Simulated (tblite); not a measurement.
# C6H18GaN: the cost of one run

Computed with tblite 0.8.0 and PySCF 2.14.0, with density-fitted response routines of our own, on a single molecule in the gas phase. Atoms are numbered from 0 throughout.

### 1 Starting geometry

26 atoms, charge 0, multiplicity 1; geometry from: force field or distance geometry start.

Bonds of the start (Å): C0–C1 1.52, C1–Ga2 1.99, Ga2–N3 1.93, Ga2–C4 2.04, C4–C5 1.53, C4–C6 1.54, C4–C7 1.53, C0–H8 1.11, C0–H9 1.10, C0–H10 1.11, C1–H11 1.12, C1–H12 1.12, Ga2–H13 1.61, N3–H14 1.04, N3–H15 1.04, N3–H16 1.04, C5–H17 1.12, C5–H18 1.12, C5–H19 1.10, C6–H20 1.10, C6–H21 1.11, C6–H22 1.10, C7–H23 1.10, C7–H24 1.11, C7–H25 1.13.

### 2 Optimising the geometry with GFN2-xTB

The job: settings as JSON, then the geometry in Å.

```
{"job": {"kind": "relax", "xc": "GFN2-xTB", "basis": "xTB"}, "charge": 0, "multiplicity": 1}
C      2.800800    -0.414100    -0.669800
C      2.105900    -0.069800     0.639400
Ga     0.408300     0.936400     0.364000
N      0.471300     1.906600    -1.300900
C     -1.188200    -0.326700     0.363700
C     -1.394100    -0.867100     1.776200
C     -0.910900    -1.479600    -0.617800
C     -2.429000     0.454100    -0.087200
H      2.119100    -1.015300    -1.309400
H      3.708100    -1.001400    -0.467300
H      3.071400     0.518100    -1.205200
H      1.878700    -1.013900     1.201200
H      2.783600     0.549100     1.280300
H      0.218000     1.990800     1.562000
H      0.450400     1.239300    -2.092400
H      1.347200     2.464000    -1.324900
H     -0.346100     2.545700    -1.362000
H     -0.488600    -1.424800     2.118500
H     -1.577100    -0.030000     2.495700
H     -2.252300    -1.557600     1.819400
H     -0.729500    -1.089800    -1.634800
H     -0.021300    -2.058300    -0.289100
H     -1.774100    -2.167100    -0.638900
H     -2.630300     1.302500     0.585600
H     -2.303000     0.843100    -1.120400
H     -3.339200    -0.211700    -0.072800
```

Launch:

```
$ OMP_NUM_THREADS=1 python probes_run.py task.json out
```

This one command runs all jobs of the session in turn.

Q: Estimate the wall time and peak memory of this first job on 1 thread of Arm Neoverse N1, shared host.

About 1.6 s, with a peak of 0.18 GiB.
